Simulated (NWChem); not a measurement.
**One shape, several levels: C2H6AlF (SMILES [CH3][Al]([CH3])[F])**

Aim: a comparison of 6 runs (B3LYP/6-31G*, PBE/def2-SVP, B3LYP/def2-SVP, SVWN5/def2-SVP, CCSD(T)/def2-SVP) of C2H6AlF. 

Program for the calculation: NWChem 7.3.0.

## 1. Starting point

C2H6AlF: 10 atoms, total charge 0, spin state singlet. As SMILES, `[CH3][Al]([CH3])[F]`. The coordinates come from a PBE0-D4/def2-TZVP relaxation.

Bond lengths: C1–Al2 1.943 Å, Al2–C3 1.942 Å, Al2–F4 1.659 Å, C1–H5 1.092 Å, C1–H6 1.095 Å, C1–H7 1.095 Å, C3–H8 1.095 Å, C3–H9 1.093 Å, C3–H10 1.095 Å. Some angles: C1–Al2–C3 126.3°, C1–Al2–F4 117.4°, C3–Al2–F4 116.3°, Al2–C1–H5 112.4°, Al2–C1–H6 110.9°, Al2–C1–H7 111.1°, Al2–C3–H8 110.9°, Al2–C3–H9 112.6°, Al2–C3–H10 110.9°, H5–C1–H6 107.9°.

## 2. Energy and gradient at B3LYP/6-31G(d) (spherical functions) (run 1)

run.py reads:

```python
from ase import Atoms
from ase.calculators.nwchem import NWChem

molecule = Atoms(['C', 'Al', 'C', 'F', 'H', 'H', 'H', 'H', 'H', 'H'], positions=[
    [-0.566700, 1.412600, -0.858500],
    [-0.288600, -0.445300, -0.364300],
    [0.794700, -1.093100, 1.112200],
    [-1.047300, -1.600600, -1.281300],
    [-1.184400, 1.517100, -1.752900],
    [-1.054000, 1.963400, -0.046800],
    [0.387100, 1.917300, -1.043800],
    [0.189400, -1.676700, 1.813200],
    [1.269800, -0.283800, 1.672000],
    [1.583200, -1.762300, 0.753400],
])

calc = NWChem(
    label='input',
    theory='dft',
    memory='2200 mb',
    basis='6-31G*',
    basispar='spherical bse',
    dft={'xc': 'b3lyp', 'mult': '1', 'grid': 'xfine', 'convergence': 'energy 1e-08', 'iterations': '100', 'mulliken': None, 'print': 'low'},
)
molecule.calc = calc

forces = molecule.get_forces()
print("Total energy (eV):", round(molecule.get_potential_energy(), 6))
print("forces (eV/A):")
for s, f in zip(molecule.symbols, forces):
    print(f"{s:2s} {f[0]:10.5f} {f[1]:10.5f} {f[2]:10.5f}")
```

Launch:

```
$ export ASE_NWCHEM_COMMAND="nwchem PREFIX.nwi > PREFIX.nwo"
$ python run.py
```

Standard output:

```text
Total energy (eV): -11488.301929
forces (eV/A):
C    -0.00309    0.09981   -0.00298
Al    0.04047    0.06489    0.05086
C     0.04844   -0.04726    0.06669
F    -0.15720   -0.24138   -0.18990
H    -0.06243    0.04088   -0.09462
H    -0.06345    0.06587    0.06520
H     0.08937    0.06469   -0.04021
H    -0.04710   -0.05410    0.08747
H     0.06186    0.06901    0.07559
H     0.09313   -0.06248   -0.01810
```

The calculator wrote input.nwi:

```
title "input"

permanent_dir input

scratch_dir input

start input

geometry units angstrom nocenter noautosym noautoz
  C  -5.6669999999999998e-01 1.4126000000000001e+00 -8.5850000000000004e-01
  Al -2.8860000000000002e-01 -4.4529999999999997e-01 -3.6430000000000001e-01
  C  7.9469999999999996e-01 -1.0931000000000000e+00 1.1122000000000001e+00
  F  -1.0472999999999999e+00 -1.6006000000000000e+00 -1.2813000000000001e+00
  H  -1.1843999999999999e+00 1.5170999999999999e+00 -1.7528999999999999e+00
  H  -1.0540000000000000e+00 1.9634000000000000e+00 -4.6800000000000001e-02
  H  3.8710000000000000e-01 1.9173000000000000e+00 -1.0438000000000001e+00
  H  1.8940000000000001e-01 -1.6767000000000001e+00 1.8131999999999999e+00
  H  1.2698000000000000e+00 -2.8380000000000000e-01 1.6719999999999999e+00
  H  1.5831999999999999e+00 -1.7623000000000000e+00 7.5339999999999996e-01
end

memory 2200 mb

basis spherical bse noprint
   * library 6-31G*
end

dft
  xc b3lyp
  mult 1
  grid xfine
  convergence energy 1e-08
  iterations 100
  mulliken
  print low
end

task dft gradient
```

input.nwo:

```text
Northwest Computational Chemistry Package (NWChem) 7.3.0
             --------------------------------------------------------

           Job information
           ---------------

    nwchem branch   = 7.3.0
    use scalapack   = T
    input           = input.nwi
    prefix          = input.
    data base       = input/input.db
    status          = startup
    nproc           =        1

           Memory information
           ------------------

    heap     =     72089598 doubles =      550.0 Mbytes
    stack    =     72089595 doubles =      550.0 Mbytes
    global   =    144179200 doubles =     1100.0 Mbytes (distinct from heap & stack)
    total    =    288358393 doubles =     2200.0 Mbytes
    verify   = yes
    hardfail = no

           Directory information
           ---------------------

  0 permanent = input
  0 scratch   = input

                                NWChem Input Module
                                -------------------

                                       input
                                       -----

[... 26 lines left out ...]
            Nuclear Dipole moment (a.u.)
[... 78 lines left out ...]
   convergence    iter        energy       DeltaE   RMS-Dens  Diis-err    time
[... 11 lines left out ...]
         Total DFT energy =     -422.187312296324
      One electron energy =     -888.594222875780
           Coulomb energy =      355.456792751072
    Exchange-Corr. energy =      -42.374267987868
 Nuclear repulsion energy =      153.324385816251
[... 17 lines left out ...]
     -------------------------------------------
      Total Density - Lowdin Population Analysis
     -------------------------------------------

    Atom       Charge   Shell Charges
 -----------   ------   -------------------------------------------------------
    1 C    6     6.62   1.99  0.56  1.92  0.47  1.63  0.04
    2 Al  13    12.44   2.00  1.97  5.89  0.54  1.01  0.25  0.38  0.40
    3 C    6     6.62   1.99  0.56  1.92  0.47  1.63  0.04
[... 6 lines of this table left out ...]
   10 H    1     0.84   0.48  0.36

                         DFT ENERGY GRADIENTS

    atom               coordinates                        gradient
                 x          y          z           x          y          z
   1 C      -1.070908   2.669427  -1.622330    0.000060  -0.001941   0.000058
   2 Al     -0.545375  -0.841495  -0.688427   -0.000787  -0.001262  -0.000989
   3 C       1.501765  -2.065659   2.101753   -0.000942   0.000919  -0.001297
[... 6 lines of this table left out ...]
  10 H       2.991814  -3.330264   1.423720   -0.001811   0.001215   0.000352

 Task  times  cpu:       19.1s     wall:       19.1s
 Total times  cpu:       19.2s     wall:       19.2s
```

It took 20 s on 1 thread of AMD EPYC 9R45 (Zen 5), shared host; peak memory 0.15 GiB.

## 3. Energy and gradient at PBE/def2-SVP (run 2)

job.nw reads:

```
start job
title "C2H6AlF gradient"
memory 2200 mb

geometry units angstrom noautosym nocenter noautoz
 C    -0.566700    1.412600   -0.858500
 Al   -0.288600   -0.445300   -0.364300
 C     0.794700   -1.093100    1.112200
 F    -1.047300   -1.600600   -1.281300
 H    -1.184400    1.517100   -1.752900
 H    -1.054000    1.963400   -0.046800
 H     0.387100    1.917300   -1.043800
 H     0.189400   -1.676700    1.813200
 H     1.269800   -0.283800    1.672000
 H     1.583200   -1.762300    0.753400
end

basis spherical bse
 * library def2-SVP
end

dft
 xc xpbe96 cpbe96
 grid fine
 convergence energy 1e-08
 iterations 100
 mulliken
 print low
end

task dft gradient
```

Launch:

```
$ nwchem job.nw > job.out
```

Standard output:

```text
[...]
 d= 0,ls=0.0,diis     1   -421.5412767800 -5.75D+02  1.99D-02  6.71D-01     1.2
[...]
 d= 0,ls=0.0,diis    10   -421.6149403032 -1.86D-09  1.79D-07  3.78D-10     9.6
         Total DFT energy =     -421.614940303176
      One electron energy =     -888.034243673798
           Coulomb energy =      354.988441459299
    Exchange-Corr. energy =      -41.893523904929
 Nuclear repulsion energy =      153.324385816251
[...]
      Total Density - Mulliken Population Analysis
     ---------------------------------------------
    Atom       Charge   Shell Charges
 -----------   ------   -------------------------------------------------------
    1 C    6     6.38   1.98  0.89  0.27  2.13  1.09  0.01
    2 Al  13    12.25   2.00  1.98  0.85  0.06  5.92  0.80  0.37  0.27
    3 C    6     6.38   1.98  0.89  0.27  2.13  1.09  0.01
    4 F    9     9.35   1.99  1.12  0.80  3.34  2.09  0.00
    5 H    1     0.94   0.72  0.19  0.03
    6 H    1     0.94   0.72  0.20  0.03
    7 H    1     0.94   0.72  0.19  0.03
    8 H    1     0.94   0.72  0.19  0.03
    9 H    1     0.94   0.72  0.19  0.03
   10 H    1     0.94   0.72  0.19  0.03
[...]
                         DFT ENERGY GRADIENTS
    atom               coordinates                        gradient
                 x          y          z           x          y          z
   1 C      -1.070908   2.669427  -1.622330   -0.000879   0.006628  -0.001583
   2 Al     -0.545375  -0.841495  -0.688427   -0.006179  -0.009286  -0.007571
   3 C       1.501765  -2.065659   2.101753    0.003674  -0.002886   0.005088
   4 F      -1.979110  -3.024695  -2.421306    0.008253   0.012501   0.009994
   5 H      -2.238191   2.866903  -3.312501    0.006137  -0.001193   0.008884
   6 H      -1.991771   3.710288  -0.088439    0.004645  -0.005198  -0.007754
   7 H       0.731513   3.623172  -1.972496   -0.009187  -0.004860   0.001785
   8 H       0.357914  -3.168504   3.426451    0.005873   0.005623  -0.006703
   9 H       2.399574  -0.536304   3.159622   -0.004767  -0.007779  -0.005647
  10 H       2.991814  -3.330264   1.423720   -0.007570   0.006450   0.003504
[...]
```

Wall time 12 s (1 thread of AMD EPYC 9R45 (Zen 5), shared host); peak memory 0.12 GiB.

Runs 3 to 5 aren't shown in full; the table further down has their settings and results.

## 4. A single-point energy at CCSD(T)/def2-SVP (run 6)

run.nw reads:

```
start run
memory 2200 mb

geometry units angstroms noautosym nocenter noautoz
C     -0.566700     1.412600    -0.858500
Al    -0.288600    -0.445300    -0.364300
C      0.794700    -1.093100     1.112200
F     -1.047300    -1.600600    -1.281300
H     -1.184400     1.517100    -1.752900
H     -1.054000     1.963400    -0.046800
H      0.387100     1.917300    -1.043800
H      0.189400    -1.676700     1.813200
H      1.269800    -0.283800     1.672000
H      1.583200    -1.762300     0.753400
end

basis spherical bse
C library def2-SVP
Al library def2-SVP
F library def2-SVP
H library def2-SVP
end

scf
thresh 1e-08
maxiter 80
end

ccsd
freeze core 8
maxiter 60
end

task ccsd(t) energy
```

Launch:

```
$ nwchem run.nw > run.out
```

Standard output:

```text
[...]
  functions       =    90
[...]
  wavefunction    = RHF
[...]
         Total SCF energy =   -420.463333499217
      One-electron energy =   -887.911078029888
      Two-electron energy =    314.123358714420
 Nuclear repulsion energy =    153.324385816251
        Time for solution =      6.2s
[...]
 Total MP2 energy:           -421.005244674875428
[...]
             energy      energy      error      ampl     ampl      Block
                                                time     time      time
[...]
 Total CCSD energy:           -421.045813474277907
[...]
 Total CCSD+T(CCSD) energy:           -421.059510551176345
[...]
 Total CCSD(T) energy:                -421.058546913628334
[...]
```

It took 84 s on 1 thread of AMD EPYC 9R45 (Zen 5), shared host; peak memory 0.27 GiB.

## 5. Overview of the runs

```
run                               level  integration grid  Cartesian functions  energy (Eh)  largest force (eV/Å)  wall time
  1  B3LYP/6-31G* (spherical functions)             xfine                   no  -422.187312                 0.345       20 s
  2                        PBE/def2-SVP              fine                   no  -421.614940                 0.926       12 s
  3  B3LYP/6-31G* (Cartesian functions)             xfine                  yes  -422.191896                 0.307       21 s
  4                      B3LYP/def2-SVP              fine                   no  -421.996614                 0.577       12 s
  5                      SVWN5/def2-SVP              fine                   no  -419.511354                 0.704      8.7 s
  6                    CCSD(T)/def2-SVP                 –                   no  -421.058547                     –       84 s
```

## 6. Results

| quantity | value |
| --- | --- |
| run 6: total energy | -421.05855 Eh |
| run 6: HOMO energy (Hartree–Fock orbitals) | -11.08 eV |
| run 6: LUMO energy (Hartree–Fock orbitals) | 2.63 eV |
| run 6: HOMO–LUMO gap (Hartree–Fock orbitals) | 13.70 eV |
| run 6: correlation energy (8 core orbitals frozen) | -595.2 mEh |
| run 6: (T) correction | -12.73 mEh |

What this shows: Over runs 3, 4, 5 the dipole moment (its size) runs from 1.78 D (B3LYP/6-31G*) to 1.84 D (SVWN5/def2-SVP). The two ends differ in method and basis. Over runs 3, 4, 5 the HOMO–LUMO gap runs from 5.48 eV (SVWN5/def2-SVP) to 7.22 eV (B3LYP/def2-SVP). Totals of different functionals can't be ranked against each other. All runs together took 2.6 min, the longest 84 s.
